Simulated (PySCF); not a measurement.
# CH7FSeSi2: the cost of one run

The runs use PySCF 2.14.0, with density-fitted response routines of our own; the level of theory stands in each step. All values are computed, except where a source is named. Atoms are numbered from 0 throughout.

## 1. Starting geometry

12 atoms, charge 0, multiplicity 1; geometry from: GFN2-xTB. The atoms were then displaced at random by about 0.01 Å, so the start is not that level's minimum.

Bonds of the start (Å): C0–Si1 1.86, Si1–F2 1.61, Si1–Se3 2.31, Se3–Si4 2.27, C0–H5 1.08, C0–H6 1.08, C0–H7 1.12, Si1–H8 1.47, Si4–H9 1.46, Si4–H10 1.44, Si4–H11 1.47.

## 2. Geometry optimisation at PBE0-D3(BJ)/def2-SVP

Job settings and geometry (Å):

```
{"job": {"xc": "PBE0", "basis": "def2-SVP", "d3": "d3bj", "grid": 1, "shake": 0.01, "kind": "geom"}, "charge": 0, "multiplicity": 1}
C     -2.192370    -0.066990    -0.782430
Si    -0.916560    -0.162980     0.574240
F     -0.168330    -1.576610     0.400210
Se     0.683570     1.491530     0.332520
Si     2.592450     0.275750     0.184740
H     -1.768580    -0.216080    -1.763630
H     -2.990260    -0.776320    -0.638270
H     -2.650700     0.950070    -0.811770
H     -1.397940    -0.186840     1.964430
H      3.615000     1.313330     0.137630
H      2.527990    -0.531570    -1.005560
H      2.705410    -0.541560     1.398880
```

Command:

```bash
OMP_NUM_THREADS=1 python probes_run.py task.json out
```

The driver reads the jobs from task.json and runs them one after another.

Q: Estimate the wall time and peak memory of this first job on 1 thread of Arm Neoverse V1, shared host.

About 88 s, with a peak of 0.55 GiB.
